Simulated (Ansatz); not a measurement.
# NOF (nitrosyl fluoride) at B3LYP/STO-3G

What is the electronic atomisation energy of NOF (nitrosyl fluoride) at B3LYP/STO-3G? 

The calculation is run with Ansatz 0.2.0.

66 further runs of the same task are left out: 15 that didn't finish, 51 set aside as unsound or not needed.

**1. Starting point**

NOF has 3 atoms, charge 0, and is taken as a singlet. As SMILES, `O=NF`. Geometry: relaxed at GFN2-xTB.

Bond lengths: O1–N2 1.139 Å, N2–F3 1.492 Å. Angles: O1–N2–F3 111.3°.

**2. The energy at B3LYP/STO-3G**

Contents of run.yaml:

```yaml
crystal:
  periodic: [false, false, false]
  atoms:
    - symbol: O
      position_ang: [0.881240, 0.243070, 0.511850]
    - symbol: "N"
      position_ang: [0.147270, -0.481640, 0.029090]
    - symbol: F
      position_ang: [-1.028520, 0.238580, -0.540950]
basis:
  gaussian:
    orbitals: STO-3G
hamiltonian:
  xc: {name: B3LYP}
accuracy: high
```

Run with:

```sh
$ ansatz run run.yaml --threads 1 --pin off --max-ram 2610MiB --events-out events.jsonl --progress --plain --runs-dir runs
```

The program printed:

```text
Warning: RAYON_NUM_THREADS=1 ignored (pool sized by the plan → 1); use --threads N
Functional definition: B3LYP
  name "B3LYP"
  parameter a0 = 0.2
  parameter ax = 0.72
  parameter ac = 0.81
  exchange = (1 - a0 - ax)*slater_x + ax*b88_x + a0*exact_x
  correlation = (1 - ac)*vwn_rpa_c + ac*lyp_c
251 factors; integrals over basis functions are off by at most 3.5e-8 eV
mean field evaluation 1: about -6161.3408 eV, gradient 2.0e1 eV
mean field evaluation 2: about -6144.4384 eV, gradient 8.5e1 eV
mean field evaluation 4: about -6162.7056 eV, gradient 5.4e0 eV
mean field evaluation 8: about -6162.7925 eV, gradient 4.5e-2 eV
mean field evaluation 16: about -6162.7926 eV, gradient 2.9e-7 eV
mean field -6162.79255432 eV, -226.4784490804 hartree, gradient 4.6e-8 eV, S^2 0.000000; 0 other end points of the search recorded, 0 dependent functions left out
reference -6162.79256872 eV, -226.4784496096 hartree; 12, 12 occupied and 3, 3 virtual orbitals, 251 factors
Total energy: -6162.79256872 eV, -226.4784496096 hartree
```

It took 0.66 s on 1 thread of Arm Neoverse V1, shared host.

**3. The F atom**

Contents of job.yaml:

```yaml
crystal:
  periodic: [false, false, false]
  atoms:
    - {symbol: F, position_ang: [0.000000, 0.000000, 0.000000]}
basis:
  gaussian:
    orbitals: STO-3G
total_charge: 0
magnetization:
  spin_polarized: true
  initial_magnetization: 1
hamiltonian:
  xc: {name: B3LYP}
accuracy: high
```

Run with:

```sh
$ ansatz run job.yaml --threads 1 --pin off --max-ram 2610MiB --events-out events.jsonl --progress --plain --runs-dir runs
```

The program printed, cut to the lines that bear on the results:

```text
Warning: RAYON_NUM_THREADS=1 ignored (pool sized by the plan → 1); use --threads N
[... 7 set-up lines as earlier in the session ...]
15 factors; integrals over basis functions are off by at most 1.2e-9 eV
mean field evaluation 1: about -2674.0343 eV, gradient 2.4e-12 eV
mean field evaluation 2: about -2674.0352 eV, gradient 9.9e-12 eV
mean field -2674.03521515 eV, -98.2689816307 hartree, gradient 0.0e0 eV, S^2 0.750000; 0 other end points of the search recorded, 0 dependent functions left out
reference -2674.03522206 eV, -98.2689818845 hartree; 5, 4 occupied and 0, 1 virtual orbitals, 15 factors
Total energy: -2674.03522206 eV, -98.2689818845 hartree
```

Run time: 0.18 s. Hardware: 1 thread of Arm Neoverse V1, shared host.

**4. The N atom, same level**

Contents of input.yaml:

```yaml
basis:
  gaussian: {orbitals: STO-3G}
crystal:
  periodic: [false, false, false]
  atoms:
    - symbol: N
      position_ang: [0.000000, 0.000000, 0.000000]
magnetization: {spin_polarized: true, initial_magnetization: 3}
hamiltonian: {xc: {name: B3LYP}}
accuracy: high
```

Run with:

```sh
$ ansatz run input.yaml --threads 1 --pin off --max-ram 2610MiB --events-out events.jsonl --progress --plain --runs-dir runs
```

The program printed, cut to the lines that bear on the results:

```text
Warning: RAYON_NUM_THREADS=1 ignored (pool sized by the plan → 1); use --threads N
[... 7 set-up lines as earlier in the session ...]
15 factors; integrals over basis functions are off by at most 1.1e-9 eV
mean field evaluation 1: about -1466.3181 eV, gradient 1.5e-9 eV
mean field evaluation 2: about -1466.3181 eV, gradient 1.7e-10 eV
mean field -1466.31807229 eV, -53.8861952506 hartree, gradient 0.0e0 eV, S^2 3.750000; 0 other end points of the search recorded, 0 dependent functions left out
reference -1466.31808614 eV, -53.8861957596 hartree; 5, 2 occupied and 0, 3 virtual orbitals, 15 factors
Total energy: -1466.31808614 eV, -53.8861957596 hartree
```

Run time: 0.18 s. Hardware: 1 thread of Arm Neoverse V1, shared host.

**5. The O atom**

Contents of job.yaml:

```yaml
crystal:
  periodic: [false, false, false]
  atoms:
    - {symbol: O, position_ang: [0.000000, 0.000000, 0.000000]}
basis:
  gaussian: {orbitals: STO-3G}
magnetization: {spin_polarized: true, initial_magnetization: 2}
hamiltonian: {xc: {name: B3LYP}}
accuracy: high
```

Run the same way, it converges to -74.03486 Eh (log not shown).

**6. Results**

Level: B3LYP/STO-3G.

```
                     quantity          value
       molecule: total energy  -226.47845 Eh
         F atom: total energy   -98.26898 Eh
                 F atom: ⟨S²⟩          0.750
         N atom: total energy   -53.88620 Eh
                 N atom: ⟨S²⟩          3.750
         O atom: total energy   -74.03486 Eh
                 O atom: ⟨S²⟩          2.000
electronic atomisation energy       7.848 eV
```

In words: Taking the molecule apart into free atoms costs 7.85 eV (181 kcal/mol), before zero-point energy and without spin-orbit coupling. In a minimal basis such a difference can be off by several eV, whatever the method.
